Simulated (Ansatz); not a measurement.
**Ca: which structure wins at one pressure**

Which of fcc, bcc, hcp, simple hexagonal, sc, beta tin has the lowest enthalpy for Ca at one common pressure? Methods of the runs shown: LAPW. Companion runs by PAW are cited.

Computed with Ansatz 0.2.0 (DFT, LDA, all-electron LAPW, scalar-relativistic, unless a step's input says otherwise).

## Step 1: The starting structure

Symmetry: Fm-3m, No. 225, cubic system. Conventional cell: a = 4.534 Å, b = 4.534 Å, c = 4.534 Å, α = 90.00°, β = 90.00°, γ = 90.00°. Ca (site symmetry m-3m) has 12 Ca at 3.21 Å in its first shell of neighbours.

Structure file:

```
Ca
1.0
     0.00000    2.26693    2.26693
     2.26693    0.00000    2.26693
     2.26693    2.26693    0.00000
Ca
1
Direct
  0.00000 0.00000 0.00000
```

## Step 2: Fcc relaxed under pressure, LAPW

input.yaml reads:

```yaml
crystal:
  lattice:
    - [0.0, 2.2669312061, 2.2669312061]
    - [2.2669312061, 0.0, 2.2669312061]
    - [2.2669312061, 2.2669312061, 0.0]
  atoms:
    - { symbol: Ca, position: [0.0, 0.0, 0.0] }
kpoints:
  mp_grid: { grid: [15, 15, 15] }
scf:
  occupations: { method: fermi_dirac, width: 0.08 }
hamiltonian:
  xc: lda
  pseudopotentials: { kind: all_electron, lapw: { basis_error: 0.0005 } }
output:
  forces: true
  stress: true
  eigenvalues: true
relax:
  f_tol: 0.005
  max_steps: 12
  cell: { p_target: 20.0, stress_tol: 0.03 }
```

Started as:

```sh
> ansatz run input.yaml --threads 1 --pin off --max-ram 3584MiB --backend cpu --events-out ev --progress --plain --runs-dir out
```

After this run come: Bcc relaxed under pressure, LAPW; Hcp relaxed under pressure, LAPW; Simple hexagonal relaxed under pressure, LAPW; Sc relaxed under pressure, LAPW; Beta tin relaxed under pressure, LAPW.

**Question.** What will these runs give? Wanted: pressure; lowest (for each run or level that gives them).

**Answer**, as computed:

```
     quantity                         value
     pressure                        20 GPa
lowest (LAPW)  bcc, 32.4 meV/atom under hcp
 lowest (PAW)  bcc, 32.4 meV/atom under hcp
```

In words: By LAPW the order is bcc < hcp < fcc < beta tin < simple hexagonal < sc. By PAW the order is bcc < hcp < fcc < beta tin < simple hexagonal < sc. The methods agree on the lowest phase. Only these structures were tried, with electrons smeared by 0.08 eV and without vibrations, so the true ground state may be another. The k meshes differ between phases and weren't tested, which can move differences by some meV.
